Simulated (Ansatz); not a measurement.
# C2H3BO2: small, medium and large basis sets

How large a basis does C2H3BO2 need? Two functionals are run in growing sets.

Computed with Ansatz 0.2.0, Gaussian basis. Level: one geometry, several basis sets.

The runs, in order: PBE0-D4/def2-SVP; ωB97M-V/def2-SVP; PBE0-D4/def2-QZVPP; ωB97M-V/def2-QZVPP; the functionals' def2-TZVPP values are taken from earlier runs.

## 1. Structure used throughout

An earlier PBE0-D4 in a triple-zeta def2 set relaxation fixed the geometry.

SMILES `O=C1CBO1`, 8 atoms, charge 0, spin multiplicity 1.

Atoms are counted from 1 here; the program's logs count them from 0.

Bond lengths: O1–C2 1.177 Å, C2–C3 1.519 Å, C2–O5 1.411 Å, C3–B4 1.577 Å, C3–H6 1.091 Å, C3–H7 1.091 Å, B4–O5 1.385 Å, B4–H8 1.187 Å. Angles: O1–C2–C3 138.7°, O1–C2–O5 125.7°, C3–C2–O5 95.6°, C2–C3–B4 79.8°, C2–C3–H6 113.6°, C2–C3–H7 113.6°, B4–C3–H6 119.1°, B4–C3–H7 119.1°, H6–C3–H7 108.8°, C3–B4–O5 94.1°, C3–B4–H8 141.1°, O5–B4–H8 124.8°, C2–O5–B4 90.5°.

Geometry (Å):

```
O    -1.0220    1.6325   -1.0677
C    -0.5181    0.6770   -0.6002
C     0.3401    0.3111    0.5986
B     0.1920   -1.1038   -0.0810
O    -0.5873   -0.6317   -1.1245
H     1.3159    0.7995    0.6021
H    -0.1485    0.4938    1.5569
H     0.5201   -2.2355    0.0600
```

## 2. PBE0-D4 in def2-SVP

Contents of in.yaml:

```yaml
crystal:
  periodic: [false, false, false]
  atoms:
    - {symbol: O, position_ang: [-1.022044, 1.632490, -1.067749]}
    - {symbol: C, position_ang: [-0.518061, 0.676990, -0.600214]}
    - {symbol: C, position_ang: [0.340119, 0.311120, 0.598553]}
    - {symbol: B, position_ang: [0.192005, -1.103849, -0.081035]}
    - {symbol: O, position_ang: [-0.587315, -0.631657, -1.124527]}
    - {symbol: H, position_ang: [1.315853, 0.799464, 0.602088]}
    - {symbol: H, position_ang: [-0.148506, 0.493803, 1.556907]}
    - {symbol: H, position_ang: [0.520149, -2.235462, 0.059977]}
basis:
  gaussian: {orbitals: def2-SVP}
hamiltonian: {xc: pbe0, dispersion: d4}
output: {orbitals: {seedname: orbitals}}
```

The run is started by

```sh
ansatz run in.yaml --threads 2 --pin off --events-out ev --progress --plain --max-ram 4352MiB
```

The runs that follow: ωB97M-V in def2-SVP; PBE0-D4 in def2-QZVPP; ωB97M-V in def2-QZVPP.

Before running them: what should the planned runs give, taken together? Wanted: PBE0-D4: double and triple zeta above quadruple; ωB97M-V: double and triple zeta above quadruple.

As calculated:

| quantity | value |
| --- | --- |
| PBE0-D4: double and triple zeta above quadruple | 8.23, 0.37 eV |
| ωB97M-V: double and triple zeta above quadruple | 8.46, 0.35 eV |

**Reading.** PBE0-D4 gains 7.86 eV from double to triple zeta, then 0.37 eV more. These are total energies; as a rule much of such shifts cancels in differences, which this series doesn't test.
